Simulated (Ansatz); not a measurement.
**CHF₂NSn: how energies converge with the basis set**

How large a basis does CHF₂NSn need? Two functionals are run in growing sets.

Program: Ansatz 0.2.0, Gaussian basis. Level of theory: one geometry, several basis sets. These are calculated values, not measurements.

Plan: PBE0-D4/def2-SVP; ωB97M-V/def2-SVP; PBE0-D4/def2-QZVPP; ωB97M-V/def2-QZVPP; the functionals' def2-TZVPP values are taken from earlier runs.

## 1. The relaxed structure

An earlier PBE0-D4 in a triple-zeta def2 set relaxation fixed the geometry. Sn takes the def2 core potential; no spin-orbit term is included.

SMILES `N#[C][SnH]([F])[F]`, 6 atoms, charge 0, spin multiplicity 1.

Atoms are counted from 1 here; the program's logs count them from 0.

Bond lengths: N1–C2 1.151 Å, C2–Sn3 2.088 Å, Sn3–F4 1.894 Å, Sn3–F5 1.894 Å, Sn3–H6 1.682 Å. Angles: N1–C2–Sn3 177.1°, C2–Sn3–F4 105.6°, C2–Sn3–F5 105.6°, C2–Sn3–H6 117.9°, F4–Sn3–F5 104.5°, F4–Sn3–H6 111.1°, F5–Sn3–H6 111.1°.

## 2. PBE0-D4 in def2-SVP

Input file in.yaml:

```yaml
crystal:
  periodic: [false, false, false]
  atoms:
    - {symbol: N, position_ang: [1.749873, -1.692893, 1.078999]}
    - {symbol: C, position_ang: [0.993457, -0.960712, 0.612792]}
    - {symbol: Sn, position_ang: [-0.386999, 0.413568, -0.137969]}
    - {symbol: F, position_ang: [-1.772252, -0.624076, -0.906817]}
    - {symbol: F, position_ang: [0.465683, 1.237097, -1.614957]}
    - {symbol: H, position_ang: [-1.007662, 1.563114, 0.921852]}
basis:
  gaussian: {orbitals: def2-SVP}
hamiltonian: {xc: pbe0, dispersion: d4}
output: {orbitals: {seedname: orbitals}}
```

After this run come: ωB97M-V in def2-SVP; PBE0-D4 in def2-QZVPP; ωB97M-V in def2-QZVPP.

Before running them: what should the planned runs give, taken together? Wanted: PBE0-D4: double and triple zeta above quadruple; ωB97M-V: double and triple zeta above quadruple.

As calculated:

```
                                       quantity           value
PBE0-D4: double and triple zeta above quadruple  10.92, 0.53 eV
ωB97M-V: double and triple zeta above quadruple  11.13, 0.50 eV
```

What this shows: For PBE0-D4 the step from double to triple zeta gains 10.39 eV and the next only 0.53 eV. Total energies overstate the basis error of differences, where much of it tends to cancel.
